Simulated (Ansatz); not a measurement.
# V3Br: the cost of one run

Computed with Ansatz 0.2.0 (DFT PBE, scalar-relativistic, plane waves, PAW, unless a step's input says otherwise).

1 further run of the same task is left out (it didn't finish).

### 1 The structure to begin with

The structure is tetragonal, space group I4/mmm (No. 139). Conventional cell: a = 3.946 Å, b = 3.946 Å, c = 8.815 Å, α = 90.00°, β = 90.00°, γ = 90.00°. Around V (site symmetry 4/mmm) lie 4 Br at 2.79 Å and 8 V at 2.96 Å. V (site symmetry -4m2) has 8 V at 2.79 to 2.96 Å and 4 Br at 2.96 Å as nearest neighbours. Br (site symmetry 4/mmm) is surrounded by 12 V at 2.79 to 2.96 Å.

Structure file:

```
V Br
1.0
    -1.97316    1.97316    4.40758
     1.97316   -1.97316    4.40758
     1.97316    1.97316   -4.40758
V Br
3 1
Direct
  0.50000 0.50000 0.00000
  0.25000 0.75000 0.50000
  0.75000 0.25000 0.50000
  0.00000 0.00000 0.00000
```

(A quick probe on a coarse mesh, which set the mesh and smearing, is not shown.)

### 3 Coarse relaxation

input.yaml

```yaml
crystal:
  lattice:
    - [-1.9731619123, 1.9731619123, 4.4075824535]
    - [1.9731619123, -1.9731619123, 4.4075824535]
    - [1.9731619123, 1.9731619123, -4.4075824535]
  atoms:
    - { symbol: V, position: [0.5, 0.5, 0.0] }
    - { symbol: V, position: [0.25, 0.75, 0.5] }
    - { symbol: V, position: [0.75, 0.25, 0.5] }
    - { symbol: Br, position: [0.0, 0.0, 0.0] }
basis:
  ecutwfc: 420
kpoints:
  mp_grid: { grid: [6, 6, 6] }
hamiltonian:
  xc: pbe
scf:
  occupations: { method: gaussian, width: 0.1 }
  lower_state_search: "off"
output:
  forces: true
  stress: true
  eigenvalues: true
relax:
  adjacent_minimum: "off"
  f_tol: 0.04
  max_steps: 70
  cell: { stress_tol: 0.4 }
```

The run is started by

```
> ansatz run input.yaml --threads 1 --pin off --max-ram 2560MiB --backend cpu --events-out ev --progress --plain --runs-dir out
```

What time and memory should one allow on 1 thread of Arm Neoverse V2, shared host?

About 30 s, with a peak of 0.37 GiB.
